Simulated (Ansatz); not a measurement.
# Si5P: the cost of one run

Computed with Ansatz 0.2.0 (DFT PBE, scalar-relativistic, plane waves, PAW, unless a step's input says otherwise).

## Step 1: The starting structure

It takes space group F-43m (No. 216, cubic). Conventional cell: a = 7.379 Å, b = 7.379 Å, c = 7.379 Å, α = 90.00°, β = 90.00°, γ = 90.00°. Around Si (site symmetry 3m) lie 6 Si at 2.59 to 2.62 Å. Around Si (site symmetry -43m) lie 12 Si at 3.06 Å and 4 P at 3.20 Å. Around P (site symmetry -43m) lie 16 Si at 3.06 to 3.20 Å.

As a file:

```cif
data_structure
_symmetry_space_group_name_H-M 'F-43m'
_symmetry_Int_Tables_number 216
_cell_length_a 7.3795
_cell_length_b 7.3795
_cell_length_c 7.3795
_cell_angle_alpha 90.000
_cell_angle_beta 90.000
_cell_angle_gamma 90.000
_cell_volume 401.86
loop_
_atom_site_label
_atom_site_type_symbol
_atom_site_symmetry_multiplicity
_atom_site_Wyckoff_symbol
_atom_site_fract_x
_atom_site_fract_y
_atom_site_fract_z
_atom_site_occupancy
Si1 Si 16 e 0.37576 0.37576 0.12424 1
Si2 Si 4 b 0.50000 0.00000 0.00000 1
P1 P 4 d 0.25000 0.25000 0.75000 1
```

Recipe of the guess: species swapped into a database cell of Be5Fe (F-43m, No. 216), with Si on the Be sites and P on the Fe sites. Its size is a rough estimate.

## Step 2: Probe: one point on a coarse mesh

Input file input.yaml:

```yaml
crystal:
  lattice:
    - [0.0, 3.68973781, 3.68973781]
    - [3.68973781, 0.0, 3.68973781]
    - [3.68973781, 3.68973781, 0.0]
  atoms:
    - { symbol: Si, position: [0.37273282, 0.87575573, 0.87575573] }
    - { symbol: Si, position: [0.87575573, 0.37273282, 0.87575573] }
    - { symbol: Si, position: [0.87575573, 0.87575573, 0.37273282] }
    - { symbol: Si, position: [0.87575573, 0.87575573, 0.87575573] }
    - { symbol: Si, position: [0.5, 0.5, 0.5] }
    - { symbol: P, position: [0.25, 0.25, 0.25] }
basis:
  ecutwfc: 420
kpoints:
  mp_grid: { grid: [4, 4, 4] }
hamiltonian:
  xc: pbe
scf:
  occupations: { method: gaussian, width: 0.1 }
  lower_state_search: "off"
output:
  forces: true
  stress: true
  eigenvalues: true
```

Launch:

```console
$ ansatz run input.yaml --threads 1 --pin off --max-ram 2560MiB --backend cpu --events-out ev --progress --plain --runs-dir out
```

What time and memory should one allow on 1 thread of Intel Xeon at 2.70GHz, shared host?

About 3.2 s, with a peak of 0.32 GiB.
